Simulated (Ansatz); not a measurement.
**AlF₃H₃P: one species, many methods**

An exercise on one series of results from a longer session: the logs are not shown, and one member is left open.

Program: Ansatz 0.2.0, Gaussian basis. Level of theory: functionals in def2-TZVPP, the program's frozen cores in correlated methods. These are calculated values, not measurements.

The runs, in order: LDA (SPW92), PBE-D4, revPBE-D4, BLYP-D4, r2SCAN-D4, B97M-V, PBE0-D4, B3LYP-D4, r2SCANh-D4, r2SCAN0-D4, HSE06-D4, BHLYP-D4, CAM-B3LYP-D4, LC-ωPBE, ωB97X-V, ωB97M-V, B2PLYP, PBE-QIDH; CCSD(T)/def2-SVP; CCSD(T)/def2-TZVPP; MP2/def2-QZVPP; extrapolation to the limit; RPA on PBE.

### Structure used throughout

The geometry comes from an earlier relaxation with PBE0-D4 in a triple-zeta def2 set; it is a stationary point, not always the lowest conformer.

8 atoms, charge 0, spin multiplicity 1.

Atoms are counted from 1 here; the program's logs count them from 0.

Bond lengths: F1–P2 1.549 Å, P2–F3 1.549 Å, P2–F4 1.549 Å, P2–Al5 2.508 Å, Al5–H6 1.593 Å, Al5–H7 1.593 Å, Al5–H8 1.593 Å. Angles: F1–P2–F3 99.8°, F1–P2–F4 99.8°, F1–P2–Al5 117.9°, F3–P2–F4 99.8°, F3–P2–Al5 118.0°, F4–P2–Al5 118.0°, P2–Al5–H6 93.9°, P2–Al5–H7 93.9°, P2–Al5–H8 94.0°, H6–Al5–H7 119.5°, H6–Al5–H8 119.6°, H7–Al5–H8 119.5°.

As a file:

```mol
AlF3H3P
  3D, bonds by distance, orders not assigned

  8  7  0  0  0  0  0  0  0  0999 V2000
    1.4563   -0.5852    1.5693 F   0  0
    0.6412   -0.7517    0.2627 P   0  0
    0.0490   -2.1633    0.4994 F   0  0
    1.7856   -1.1070   -0.7188 F   0  0
   -0.9319    1.0917   -0.3822 Al  0  0
   -1.7869    0.9793    0.9578 H   0  0
    0.2219    2.1856   -0.4881 H   0  0
   -1.4351    0.3506   -1.7001 H   0  0
  1  2  8  0
  2  3  8  0
  2  4  8  0
  2  5  8  0
  5  6  8  0
  5  7  8  0
  5  8  8  0
M  END
```

The first run:

in.yaml

```yaml
crystal:
  periodic: [false, false, false]
  atoms:
    - {symbol: F, position_ang: [1.456294, -0.585154, 1.569272]}
    - {symbol: P, position_ang: [0.641170, -0.751662, 0.262703]}
    - {symbol: F, position_ang: [0.048984, -2.163267, 0.499443]}
    - {symbol: F, position_ang: [1.785617, -1.107047, -0.718765]}
    - {symbol: Al, position_ang: [-0.931935, 1.091659, -0.382242]}
    - {symbol: H, position_ang: [-1.786860, 0.979314, 0.957779]}
    - {symbol: H, position_ang: [0.221856, 2.185604, -0.488087]}
    - {symbol: H, position_ang: [-1.435136, 0.350553, -1.700104]}
basis:
  gaussian: {orbitals: def2-TZVPP}
hamiltonian: {xc: lda}
output: {orbitals: {seedname: orbitals}}
```

The run is started by

```sh
> ansatz run in.yaml --threads 4 --pin off --events-out ev --progress --plain --max-ram 10444MiB
```

Steps of the session up to this table: LDA; PBE-D4 (GGA); revPBE-D4 (GGA); BLYP-D4 (GGA); r2SCAN-D4 (meta-GGA); B97M-V (meta-GGA); B3LYP-D4 (hybrid); r2SCANh-D4 (hybrid); r2SCAN0-D4 (hybrid); HSE06-D4 (hybrid); BHLYP-D4 (hybrid); CAM-B3LYP-D4 (range-separated); LC-ωPBE (range-separated); ωB97X-V (range-separated); ωB97M-V (range-separated); B2PLYP (double hybrid); PBE-QIDH (double hybrid).

One table of the session follows, with a row left open; its other results are not shown here.

It belongs to the step «Orbital energies across the functionals». 

```
  functional  HOMO (eV)  gap (eV)
 LDA (SPW92)      -7.28      5.12
      PBE-D4      -7.20      5.29
   revPBE-D4      -7.15      5.35
     BLYP-D4      -7.11      5.35
   r2SCAN-D4          ?         ?
      B97M-V      -7.60      5.84
     PBE0-D4      -8.46      7.46
    B3LYP-D4      -8.28      7.07
  r2SCANh-D4      -7.97      6.60
  r2SCAN0-D4      -8.67      7.79
    HSE06-D4      -8.05      6.68
    BHLYP-D4      -9.69      9.72
CAM-B3LYP-D4      -9.88     10.01
     LC-ωPBE     -11.25     12.56
     ωB97X-V     -10.89     12.11
     ωB97M-V     -10.69     11.74
```

Q: Estimate the row for r2SCAN-D4 from the others.

Worked estimate for «HOMO (eV)». Against the share of exact exchange, r2SCANh-D4 (0.1, -7.97), r2SCAN0-D4 (0.25, -8.67) give a slope of -4.67 per unit share; at 0 the line stands at -7.50.

As computed: HOMO (eV): -7.51; gap (eV): 5.81. In «HOMO (eV)» the line misses by +0.01.
